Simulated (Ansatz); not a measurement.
This script for a G0W0 quasiparticle calculation of BAs, space group F-43m with Ansatz 0.2.0, Python API holds a mistake.

`bas_gw.py`:
```python
'''Quasiparticle gap of BAs by G0W0.'''

import ansatz

cell = (
    ansatz.Lattice.from_parameters(3.377849, 3.377849, 3.377849, alpha=60.0, beta=60.0, gamma=60.0)
    .atom('B', (0.0, 0.0, 0.0))
    .atom('As', (0.0, 0.0, 0.0))
)

calculation = (
    cell.calculation()
    .functional(ansatz.Functional.LDA)
    .pseudopotentials('paw')
    .basis(510)
    .kpoints(mesh=(6, 6, 6))
    .scf(max_iterations=75)
    .occupations('fixed')
    .gw(empty_bands=40, screening_cutoff=100, quasiparticle_bands=('v2', 'c2'))
)
events = []
result = calculation.session().plan().execute(on_event=events.append, runs_dir='gw_run')
gw = next(e['data'] for e in events if e['event'] == 'gw_qp')
top = gw['frontier_bands']['highest_filled_band']
for qp in gw['qp']:
    if qp['ik'] == 0:
        print('band', qp['band'], 'shift', round(qp['e_qp_ev'] - qp['eps_ks_ev'], 3), 'eV, Z =', round(qp['z'], 3))
for key, label in (('eps_ks_ev', 'Kohn-Sham'), ('e_qp_ev', 'G0W0')):
    filled = max(qp[key] for qp in gw['qp'] if qp['band'] <= top)
    empty = min(qp[key] for qp in gw['qp'] if qp['band'] > top)
    print(f'{label} gap on the mesh: {empty - filled:.3f} eV')
print('static dielectric eigenvalues (RPA, this mesh):', [round(e, 3) for e in gw['screening'][0]['eps_tensor_eigenvalues']])
```

`python bas_gw.py` gives:
```text
Traceback (most recent call last):
  File "bas_gw.py", line 22, in <module>
    result = calculation.session().plan().execute(on_event=events.append, runs_dir='gw_run')
             ~~~~~~~~~~~~~~~~~~~^^
  ...
ansatz.RefusalError: atoms 0 (B) and 1 (As) coincide: fractional positions [0.0, 0.0, 0.0] and [0.0, 0.0, 0.0] are 0.00e0 Å apart, within the symmetry tolerance 1e-5 (fractional) on every axis — remove the duplicate or separate the sites (indices count the expanded atom list at the failing check: the typed cell's during the `space_group:` round-trip, otherwise the final one with `supercell:` and `defects:` applied)
```
(Library frames cut from the traceback.)

Find the fault and give the corrected script.

The fault: two atoms stand on one site, or all but. The change:

```diff
--- before
+++ after
@@ -7,3 +7,3 @@
     .atom('B', (0.0, 0.0, 0.0))
-    .atom('As', (0.0, 0.0, 0.0))
+    .atom('As', (0.25, 0.25, 0.25))
 )
```

The mended script runs so:

```console
$ python bas_gw.py
band 8 shift -0.009 eV, Z = 0.804
band 9 shift -0.009 eV, Z = 0.804
band 10 shift 0.791 eV, Z = 0.806
band 11 shift 0.791 eV, Z = 0.806
Kohn-Sham gap on the mesh: 1.228 eV
G0W0 gap on the mesh: 1.776 eV
static dielectric eigenvalues (RPA, this mesh): [10.739, 10.739, 10.739]
```

What to keep in mind:
- The structure is a deposited one; some such entries were measured under pressure or heat, so a shift against it needn't be the functional's error alone.
- Mesh, empty bands and screening cutoff are small, so the quasiparticle gap isn't converged, and it is read on the mesh points alone. Spin-orbit coupling is left out, which matters for heavy elements.
- Wall time of the script: 46 s on 1 thread of Intel(R) Xeon(R) Platinum 8259CL CPU @ 2.50GHz (Skylake/Cascade Lake) (shared host), peak memory 0.45 GiB.
